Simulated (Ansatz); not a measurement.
A nudged elastic band was laid between two geometries of a periodic cell of 21 atoms, Be16H4C (surface Be(0001), adsorbate CH4).

The calculation used DFT PBE, scalar-relativistic, plane waves, PAW (Ansatz). Settings: cutoff 420 eV, k mesh 4x4x1, fermi-dirac smearing 0.1 eV, no spin polarisation.

```yaml
movable_images: 7
climbing_image: yes
spring: 5.0 eV/Å²
optimiser: quadratic models (default)
start_path: straight line
force_threshold: 0.03 eV/Å
iteration_limit: 50
end_points: relaxed
atoms_held: 1 to 4
```

Initial state:

```xyz
21
Lattice="4.5800 0.0000 0.0000 2.2900 3.9664 0.0000 0.0000 0.0000 16.3826" Properties=species:S:1:pos:R:3
Be 0.000 1.322 1.000
Be 2.290 1.322 1.000
Be 1.145 3.305 1.000
Be 3.435 3.305 1.000
Be 0.000 0.000 2.799
Be 2.290 0.000 2.799
Be 1.145 1.983 2.799
Be 3.435 1.983 2.799
Be 0.000 1.322 4.584
Be 2.290 1.322 4.585
Be 1.145 3.305 4.584
Be 3.435 3.305 4.584
Be 0.000 0.000 6.383
Be 2.290 -0.001 6.383
Be 1.145 1.984 6.384
Be 3.435 1.983 6.383
C 1.526 1.113 10.851
H 2.561 1.103 10.493
H 0.987 1.946 10.387
H 1.038 0.169 10.585
H 1.518 1.235 11.939
```

Final state:

```xyz
21
Lattice="4.5800 0.0000 0.0000 2.2900 3.9664 0.0000 0.0000 0.0000 16.3826" Properties=species:S:1:pos:R:3
Be 0.000 1.322 1.000
Be 2.290 1.322 1.000
Be 1.145 3.305 1.000
Be 3.435 3.305 1.000
Be 0.000 0.000 2.799
Be 2.290 0.000 2.799
Be 1.145 1.983 2.799
Be 3.435 1.983 2.799
Be 0.000 1.322 4.585
Be 2.290 1.322 4.584
Be 1.145 3.305 4.584
Be 3.435 3.305 4.584
Be 0.000 -0.001 6.383
Be 2.290 0.000 6.383
Be 1.145 1.983 6.383
Be 3.435 1.984 6.384
C 3.816 1.113 10.851
H 4.851 1.103 10.493
H 3.277 1.946 10.387
H 3.328 0.169 10.585
H 3.808 1.235 11.939
```

Q: Which bonds break or form, and what moves?

A: The atom that moves furthest is C17, by 2.29 Å.

Q: What energy profile does the band end with?

A: The run converged. The highest image is number 2 of 0 to 8, 0.000 eV above the ends, which have the same energy within 2 meV. The top lies less than 8 meV above the higher end, about what the thresholds resolve: that end is a shoulder or a very shallow well. By the program's own check the climbing image is of a kind that is not told: the force calls were inconclusive, a negative curvature could not be distinguished from the path's own, the only one lies far off the path, or fixed occupations may fill a level only in part (lowest curvatures found: 0.00 and 0.00 eV/Å²). Limits of this set-up: slab without dipole correction, no dispersion correction for a molecule that may bind weakly.

```tsv
image	path coordinate (Å)	energy (eV)
0	0.00	0.000
1	0.64	0.000
2	1.28	0.000
3	1.92	0.000
4	2.56	0.000
5	3.20	0.000
6	3.84	0.000
7	4.48	0.000
8	5.12	0.000
```

Q: What is the geometry of the highest image?

A: 
```xyz
21
Lattice="4.5800 0.0000 0.0000 2.2900 3.9664 0.0000 0.0000 0.0000 16.3826" Properties=species:S:1:pos:R:3:forces:R:3
Be 0.000 1.322 1.000 0.00 0.00 0.00
Be 2.290 1.322 1.000 0.00 0.00 0.00
Be 1.145 3.305 1.000 0.00 0.00 0.00
Be 3.435 3.305 1.000 0.00 0.00 0.00
Be 0.000 0.000 2.799 0.00 0.00 0.00
Be 2.290 0.000 2.799 0.00 0.00 0.00
Be 1.145 1.983 2.799 0.00 0.00 0.00
Be 3.435 1.983 2.799 0.00 0.00 0.00
Be 0.000 1.322 4.584 0.00 0.00 0.00
Be 2.290 1.322 4.585 0.00 0.00 0.00
Be 1.145 3.305 4.584 0.00 0.00 0.00
Be 3.435 3.305 4.584 0.00 0.00 0.00
Be 0.000 0.000 6.383 0.00 0.00 0.00
Be 2.290 0.000 6.383 0.00 0.00 0.00
Be 1.145 1.984 6.383 0.00 0.00 0.00
Be 3.435 1.983 6.383 0.00 0.00 0.00
C 2.098 1.113 10.851 0.00 0.00 0.01
H 3.133 1.103 10.493 0.01 0.00 0.00
H 1.559 1.946 10.387 0.00 0.01 -0.01
H 1.611 0.169 10.585 -0.01 -0.01 0.00
H 2.090 1.235 11.939 0.00 0.00 0.00
```

Run time: 3.9 min on 1 thread of Intel(R) Xeon(R) 6975P-C (Granite Rapids), with other jobs on the host, peak memory 0.94 GiB.
